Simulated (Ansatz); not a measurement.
**SnH₂ (triplet): wave-function methods side by side at angle H2–Sn1–H3 = 104.0°, def2-SVP**

How much of the correlation energy of SnH₂ (triplet) does each wave-function method recover here?

Method: def2-SVP, core rule «outside noble gas», up to 9 orbitals frozen; program: Ansatz 0.2.0, Gaussian basis.

The runs, in order: UHF; CCSD(T) on ROHF; CCSD(T) on UHF; BCCD(T) on ROHF; CISD; CCSDT(Q) on ROHF; CCSDT(Q) on UHF; CASSCF and MRCISD+Q, 4 electrons in 4 orbitals; CASSCF and NEVPT2, 4 electrons in 4 orbitals; CASSCF and MRCISD+Q, 6 electrons in 6 orbitals; CASSCF and NEVPT2, 6 electrons in 6 orbitals; Full CI.

14 further runs of the same task are left out: 13 that didn't finish, 1 set aside as unsound or not needed.

**1. The system**

The geometry derives from a PBE0/def2-TZVP stationary point (not a proven minimum). One angle is set to the value named; bond lengths are kept. No spin-orbit coupling is included. Elements past krypton take def2 core potentials.

3 atoms, charge 0, spin multiplicity 3.

Atoms are counted from 1 here; the program's logs count them from 0.

Bond lengths: Sn1–H2 1.715 Å, Sn1–H3 1.715 Å. Angles: H2–Sn1–H3 104.0°.

**2. UHF**

Contents of in.yaml:

```yaml
crystal:
  periodic: [false, false, false]
  atoms:
    - {symbol: Sn, position_ang: [0.000000, -0.017631, 0.000000]}
    - {symbol: H, position_ang: [0.000000, 1.038247, -1.351463]}
    - {symbol: H, position_ang: [0.000000, 1.038247, 1.351463]}
basis:
  gaussian: {orbitals: def2-SVP}
magnetization: {spin_polarized: true, initial_magnetization: 2}
hamiltonian: {xc: hf}
output: {orbitals: {seedname: orbitals}}
```

Started as:

```
> ansatz run in.yaml --threads 1 --pin off --events-out ev --progress --plain --max-ram 2393MiB
```

The runs that follow: CCSD(T) on ROHF; CCSD(T) on UHF; BCCD(T) on ROHF; CISD; CCSDT(Q) on ROHF; CCSDT(Q) on UHF; CASSCF and MRCISD+Q, 4 electrons in 4 orbitals; CASSCF and NEVPT2, 4 electrons in 4 orbitals; CASSCF and MRCISD+Q, 6 electrons in 6 orbitals; CASSCF and NEVPT2, 6 electrons in 6 orbitals; Full CI.

**Question.** What will the summary of the whole plan be? Wanted: FCI below the RHF energy; RMP2 from FCI; UMP2 from FCI; RCCSD from FCI; RCCSD(T) from FCI; UCCSD(T) from FCI; RCCSDT(Q) from FCI; UCCSDT(Q) from FCI; NEVPT2 pair from FCI.

As calculated:

| quantity | value |
| --- | --- |
| FCI below the RHF energy | -2.3456 eV |
| RMP2 from FCI | +607.4 meV |
| UMP2 from FCI | +585.2 meV |
| RCCSD from FCI | +60.6 meV |
| RCCSD(T) from FCI | +15.1 meV |
| UCCSD(T) from FCI | -5.0 meV |
| RCCSDT(Q) from FCI | -1.0 meV |
| UCCSDT(Q) from FCI | -21.1 meV |
| NEVPT2 pair from FCI | +542.8 meV |
| MRCISD+Q pair from FCI | -17.4 meV |
| NEVPT2 valence from FCI | +415.7 meV |
| levels within 1 kcal/mol (43 meV) | UCCSD, RCCSD(T), UCCSD(T), BCCD(T), RCCSDT, UCCSDT, RCCSDT(Q), UCCSDT(Q), MRCISD+Q pair, MRCISD valence, MRCISD+Q valence |
| T1 diagnostic | 0.019 |
| effectively unpaired electrons | 2.03 |

What this shows: RCCSD(T) lands +15.1 meV from the yardstick (0.6 % of the correlation energy). CCSD(T) misses by +15.1 meV on the restricted determinant and by -5.0 meV on the unrestricted one; the two need not hold the same state or core. UCCSD(T), UCCSDT, UCCSDT(Q), MRCISD+Q pair, MRCISD+Q valence fall below full CI: unrestricted runs freeze a spin-polarised core, another one than full CI's, and coupled cluster isn't variational. One determinant dominates. Of the multireference levels listed MRCISD+Q valence comes nearest in total energy (-8.3 meV), which doesn't show that its space is the better one. These misses are within one basis, not against nature; the frozen cores of restricted and unrestricted runs differ, which can shift their rows.
